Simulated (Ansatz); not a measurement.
# GeH2 (GeH₂): an energy map over bond length Ge1–H2 and angle H3–Ge1–H2

Aim: map the energy of GeH2 (GeH₂) over two coordinates, and find its wells, ridges and stiffness.

Method: RKS PBE0-D4/def2-TZVP; program: Ansatz 0.2.0.

### Step 1. The starting structure

3 atoms, charge 0, spin multiplicity 1.

Atoms are counted from 1 here; the program's logs count them from 0.

Bond lengths: Ge1–H2 1.609 Å, Ge1–H3 1.607 Å. Angles: H2–Ge1–H3 86.5°.

Geometry (Å):

```xyz
3
GeH2
Ge    0.00459   -0.00905   -0.78102
H     1.09884   -0.01782    0.39844
H    -1.10343    0.02687    0.38258
```

### Step 3. Setting up the map

- bond length Ge1–H2: 15 values from 1.403 to 1.993 Å
- angle H3–Ge1–H2: 15 values from 45.6 to 135.6 °

Nothing else is relaxed (all other coordinates rigid). Energies count from the relaxed molecule at the same level. Points are written as (first, second).

(The set-up runs are not shown.)

### Step 4. Point (1.487 Å, 129.2°)

input.yaml

```yaml
crystal:
  periodic: [false, false, false]
  atoms:
    - { symbol: Ge, position_ang: [0.004984, -0.008671, -0.747246] }
    - { symbol: H, position_ang: [1.055105, -0.017994, 0.305526] }
    - { symbol: H, position_ang: [-1.580936, 0.025466, -0.588222] }
basis:
  gaussian: { orbitals: def2-TZVP }
hamiltonian:
  xc: pbe0
  dispersion: d4
output:
  forces: true
```

Started as:

```console
$ ansatz run input.yaml --threads 1 --pin off --max-ram 2048MiB --backend cpu --events-out ev --progress --plain --runs-dir out
```

The session goes on with these runs: all other points of the grid.

**Question.** What will these runs give? Wanted: lowest point; highest computed point; largest force on an atom.

**Answer**, as computed:

```
                       quantity                                                                            value
                   lowest point                                                  (1.614 Å, 90.6°), 0.06 kcal/mol
         highest computed point                                 (1.403 Å, 45.6°), 40.1 kcal/mol above the lowest
largest force on an atom (eV/Å)  0.26 at (1.614 Å, 90.6°) to 5.82 at (1.403 Å, 135.6°); 0.26 at the lowest point
        time for the whole task                                                 4.7 min on 1 thread, shared host
```

In words: The lowest computed point is at (1.614 Å, 90.6°), 0.06 kcal/mol from the relaxed molecule at the same level. The grid is coarse, so the true minimum lies between grid points and may sit elsewhere than the lowest one. No other kind of well shows on this grid. The highest computed point, (1.403 Å, 45.6°), lies 40.1 kcal/mol above the lowest. Round the minimum the two coordinates are nearly uncoupled.
